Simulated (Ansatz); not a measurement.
# Alloy of SnO2 and TiO2 (6 of 16 Sn sites exchanged), 48 atoms with displaced atoms

Aim: a base single point, then the same cell under other settings, to see what each one moves.

Method: density functional theory in Ansatz 0.2.0, PAW datasets, plane waves.

1 further run of the same task is left out (it didn't finish).

### 1 The starting cell

48 atoms (10 Sn, 6 Ti, 32 O); a = 9.403 Å, b = 9.403 Å, c = 6.217 Å, α = 90.00°, β = 90.00°, γ = 90.00°. All atoms were shaken off their sites by about 0.02 Å along each axis.

### 2 PBEsol single point

File in.yaml:

```yaml
crystal:
  lattice:
    - [9.403092, 0.000000, 0.000000]
    - [0.000000, 9.403092, 0.000000]
    - [0.000000, 0.000000, 6.216547]
  atoms:
    - { symbol: Sn, position: [0.999398, 0.995467, 0.001142] }
    - { symbol: Sn, position: [0.001645, 0.498906, 0.002483] }
    - { symbol: Sn, position: [0.500872, 0.002225, 0.999900] }
    - { symbol: Sn, position: [0.501629, 0.502425, 0.997892] }
    - { symbol: Sn, position: [0.497630, 0.497899, 0.495651] }
    - { symbol: Sn, position: [0.247926, 0.248216, 0.249610] }
    - { symbol: Sn, position: [0.246056, 0.750362, 0.757082] }
    - { symbol: Sn, position: [0.754199, 0.249527, 0.247950] }
    - { symbol: Sn, position: [0.747917, 0.247227, 0.751663] }
    - { symbol: Sn, position: [0.747953, 0.749921, 0.749324] }
    - { symbol: Ti, position: [0.997870, 0.001631, 0.496036] }
    - { symbol: Ti, position: [0.001544, 0.500453, 0.504325] }
    - { symbol: Ti, position: [0.500055, 0.997614, 0.499198] }
    - { symbol: Ti, position: [0.251191, 0.245834, 0.750184] }
    - { symbol: Ti, position: [0.249932, 0.747657, 0.255212] }
    - { symbol: Ti, position: [0.745911, 0.746995, 0.248015] }
    - { symbol: O, position: [0.153683, 0.151912, 0.999524] }
    - { symbol: O, position: [0.153244, 0.150001, 0.500258] }
    - { symbol: O, position: [0.148855, 0.654571, 0.996978] }
    - { symbol: O, position: [0.154298, 0.653085, 0.503706] }
    - { symbol: O, position: [0.649988, 0.155948, 0.005308] }
    - { symbol: O, position: [0.652652, 0.155514, 0.496116] }
    - { symbol: O, position: [0.651350, 0.652759, 0.998923] }
    - { symbol: O, position: [0.654127, 0.651833, 0.498328] }
    - { symbol: O, position: [0.345698, 0.349124, 0.000810] }
    - { symbol: O, position: [0.345126, 0.350446, 0.502536] }
    - { symbol: O, position: [0.348370, 0.847774, 0.000927] }
    - { symbol: O, position: [0.350410, 0.843526, 0.498036] }
    - { symbol: O, position: [0.851057, 0.346416, 0.003823] }
    - { symbol: O, position: [0.845138, 0.350173, 0.491887] }
    - { symbol: O, position: [0.844607, 0.844652, 0.001212] }
    - { symbol: O, position: [0.845705, 0.845846, 0.496306] }
    - { symbol: O, position: [0.096017, 0.401394, 0.251492] }
    - { symbol: O, position: [0.093876, 0.400038, 0.751926] }
    - { symbol: O, position: [0.099953, 0.906820, 0.249573] }
    - { symbol: O, position: [0.096297, 0.900669, 0.747470] }
    - { symbol: O, position: [0.600151, 0.401592, 0.245013] }
    - { symbol: O, position: [0.598238, 0.404988, 0.750762] }
    - { symbol: O, position: [0.600190, 0.904141, 0.249831] }
    - { symbol: O, position: [0.597592, 0.902048, 0.752545] }
    - { symbol: O, position: [0.401884, 0.097569, 0.255113] }
    - { symbol: O, position: [0.398020, 0.096197, 0.749320] }
    - { symbol: O, position: [0.402519, 0.598423, 0.250932] }
    - { symbol: O, position: [0.402958, 0.598410, 0.754531] }
    - { symbol: O, position: [0.899384, 0.096360, 0.248035] }
    - { symbol: O, position: [0.903260, 0.099709, 0.747413] }
    - { symbol: O, position: [0.905534, 0.595160, 0.250296] }
    - { symbol: O, position: [0.897647, 0.595580, 0.749229] }
  symmetry: { detect: false }
kpoints:
  mp_grid: { grid: [1, 1, 1], shift: [0.25, 0.25, 0.25] }
hamiltonian:
  xc: pbesol
scf:
  occupations: { method: fermi_dirac, width: 0.01 }
output:
  forces: true
  eigenvalues: true
  stress: true
  populations: true
  eigenstates: { kpoints: [[0.25, 0.25, 0.25]], e_range: [-6.0, 6.0], localisation: true }
  write_density: true
  write_potential: true
  elf: true
  volumetric_format: npy
```

Started as:

```bash
> ansatz run in.yaml --threads 2 --pin off --max-ram 19000MiB --runs-dir r --events-out ev --progress --plain --backend cuda --devices 0, --max-vram 18GiB
```

### 3 Changed settings: xc grid 1, smearing width 1.0 eV, at most 4 cycles

in.yaml, as its differences from that of step 2:

```diff
@@ -57,2 +57,3 @@
   mp_grid: { grid: [1, 1, 1], shift: [0.25, 0.25, 0.25] }
+basis: { xc_grid: 1 }
 hamiltonian:
@@ -60,3 +61,4 @@
 scf:
-  occupations: { method: fermi_dirac, width: 0.01 }
+  occupations: { method: fermi_dirac, width: 1 }
+  max_iter: 4
 output:
@@ -65,7 +67 @@
   stress: true
-  populations: true
-  eigenstates: { kpoints: [[0.25, 0.25, 0.25]], e_range: [-6.0, 6.0], localisation: true }
-  write_density: true
-  write_potential: true
-  elf: true
-  volumetric_format: npy
```

### 4 Run again with functional RPBE, smearing width 2.0 eV, density cutoff ratio 2

in.yaml, as its differences from that of step 3:

```diff
@@ -57,8 +57,8 @@
   mp_grid: { grid: [1, 1, 1], shift: [0.25, 0.25, 0.25] }
-basis: { xc_grid: 1 }
+basis: { ecutrho_ratio: 2 }
 hamiltonian:
-  xc: pbesol
+  xc: rpbe
 scf:
-  occupations: { method: fermi_dirac, width: 1 }
-  max_iter: 4
+  occupations: { method: fermi_dirac, width: 2 }
+  max_iter: 50
 output:
@@ -67 +67,5 @@
   stress: true
+  write_density: true
+  write_potential: true
+  elf: true
+  volumetric_format: npy
```

### 5 Changed settings: k points Γ alone

in.yaml, as its differences from that of step 4:

```diff
@@ -54,11 +54,9 @@
     - { symbol: O, position: [0.897647, 0.595580, 0.749229] }
-  symmetry: { detect: false }
 kpoints:
-  mp_grid: { grid: [1, 1, 1], shift: [0.25, 0.25, 0.25] }
-basis: { ecutrho_ratio: 2 }
+  mp_grid: { grid: [1, 1, 1] }
 hamiltonian:
-  xc: rpbe
+  xc: pbesol
 scf:
-  occupations: { method: fermi_dirac, width: 2 }
-  max_iter: 50
+  occupations: { method: fermi_dirac, width: 0.01 }
+  max_iter: 90
 output:
@@ -67,5 +65 @@
   stress: true
-  write_density: true
-  write_potential: true
-  elf: true
-  volumetric_format: npy
```

### 6 Variant: mixer broyden, xc grid 2

in.yaml, as its differences from that of step 5:

```diff
@@ -54,4 +54,6 @@
     - { symbol: O, position: [0.897647, 0.595580, 0.749229] }
+  symmetry: { detect: false }
 kpoints:
-  mp_grid: { grid: [1, 1, 1] }
+  mp_grid: { grid: [1, 1, 1], shift: [0.25, 0.25, 0.25] }
+basis: { xc_grid: 2 }
 hamiltonian:
@@ -60,3 +62,4 @@
   occupations: { method: fermi_dirac, width: 0.01 }
-  max_iter: 90
+  max_iter: 100
+  mixing: { algorithm: broyden }
 output:
```

### 7 Run again with density threshold 0.0001 eV

in.yaml, as its differences from that of step 6:

```diff
@@ -57,3 +57,2 @@
   mp_grid: { grid: [1, 1, 1], shift: [0.25, 0.25, 0.25] }
-basis: { xc_grid: 2 }
 hamiltonian:
@@ -62,4 +61,4 @@
   occupations: { method: fermi_dirac, width: 0.01 }
-  max_iter: 100
-  mixing: { algorithm: broyden }
+  max_iter: 80
+  convergence: { dr2_threshold: 1e-04 }
 output:
@@ -68 +67,5 @@
   stress: true
+  write_density: true
+  write_potential: true
+  elf: true
+  volumetric_format: npy
```

What does the calculation give? Wanted: for each run, settings; status; energy from base; forces from base.

**Answer**, as computed:

| settings | status | cycles | time | energy from base (meV/atom) | forces from base (eV/Å rms) | filled to empty level on the mesh (eV) |
| --- | --- | --- | --- | --- | --- | --- |
| base | converged | 10 | 3.3 s (GPU) | 0 | 0 | 2.09 |
| xc grid 1, smearing width 1.0 eV, at most 4 cycles | not converged | - | 2.3 s (GPU) | - | - | - |
| functional RPBE, smearing width 2.0 eV, density cutoff ratio 2 | converged, settings too loose | 9 | 3.2 s (GPU) | - | 0.582 | - |
| k points Γ alone | converged | 11 | 2 s (GPU) | +47.0 | 0.143 | 1.68 |
| mixer broyden, xc grid 2 | converged | 10 | 2.1 s (GPU) | 0.0 | 0.000 | 2.09 |
| density threshold 0.0001 eV | converged, settings too loose | 6 | 2.3 s (GPU) | 0.0 | 0.000 | 2.09 |

**Reading.** Among these variants the forces move most with functional RPBE, smearing width 2.0 eV, density cutoff ratio 2 (0.582 eV/Å rms). The base mesh is coarse for so small a cell, so pressure, spacing and their changes aren't converged values of the solid. 1 of 5 variants gave no result: xc grid 1, smearing width 1.0 eV, at most 4 cycles (not converged).
